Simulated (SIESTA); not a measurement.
The system is KSrNbBiO6.

```
CELL_PARAMETERS angstrom
0.00000 4.23233 4.23233
4.23233 0.00000 4.23233
4.23233 4.23233 0.00000
ATOMIC_POSITIONS crystal
Bi 0.00000 0.00000 0.00000
Nb 0.50000 0.50000 0.50000
Sr 0.25000 0.25000 0.25000
K 0.75000 0.75000 0.75000
O 0.73713 0.73713 0.26287
O 0.26287 0.26287 0.73713
O 0.73713 0.26287 0.73713
O 0.26287 0.73713 0.26287
O 0.26287 0.73713 0.73713
O 0.73713 0.26287 0.26287
```

The cell comes from a database or a generator and needn't be the stable form of this composition.

* Program: SIESTA 5.4.2
* Task: single point
* Functional: PBE
* Potentials or basis: PseudoDojo 0.4 standard (PBE files)
* Basis: DZP (energy shift 0.003 Ry; two zetas on semicore shells; d shell added on Sr, K)
* Grid cutoff: 800 Ry
* Energy shift: 0.003 Ry
* k mesh: 6 × 6 × 6
* Occupations: fermi-dirac, width 0.05 eV
* Spin: no spin polarisation

On this cell: pressure 1.1 GPa; largest force 0.208 eV/Å; band gap on the k mesh none (metal or under the smearing width).

The same run follows on a disturbed copy (atoms moved at random, drawn with an rms of 0.05 Å):

```
Bi Nb Sr K O
1.0
     0.00000    4.23233    4.23233
     4.23233    0.00000    4.23233
     4.23233    4.23233    0.00000
Bi Nb Sr K O
1 1 1 1 6
Direct
  0.99601 0.02335 0.98835
  0.49416 0.50486 0.50294
  0.25475 0.24747 0.24661
  0.75499 0.75313 0.75033
  0.73841 0.73526 0.26289
  0.25485 0.26364 0.73895
  0.73508 0.26079 0.73610
  0.26857 0.73612 0.25799
  0.26665 0.73780 0.73111
  0.74141 0.25970 0.25645
```

Question: What changes?

Answer: The energy (extrapolated to zero smearing) moves by +16.4 meV/atom; pressure 1.7 GPa; largest force 2.091 eV/Å; band gap on the k mesh none (metal or under the smearing width).

Forces on the atoms (eV/Å):
```
Bi  -0.711  0.979 -1.706
Nb  -0.349 -0.531  1.044
Sr   0.131 -0.073  0.082
K    0.025 -0.129 -0.021
O   -0.056  0.015 -0.240
O   -0.084  0.037  1.203
O   -0.037 -0.379 -0.118
O    0.004  0.059 -0.060
O    0.092 -0.015 -0.079
O    0.985  0.035 -0.108
```

Stress tensor (GPa, compression positive):
```
 1.89  0.32 -0.24
 0.32  1.32  0.11
-0.24  0.11  1.79
```

Caveats: spin-orbit coupling is left out, which moves the levels of the heavy elements; the basis of atomic orbitals isn't converged, which shifts pressures, moduli and gaps; an odd number of electrons without spin polarisation forces a metal; a magnetic or distorted state may lie lower.
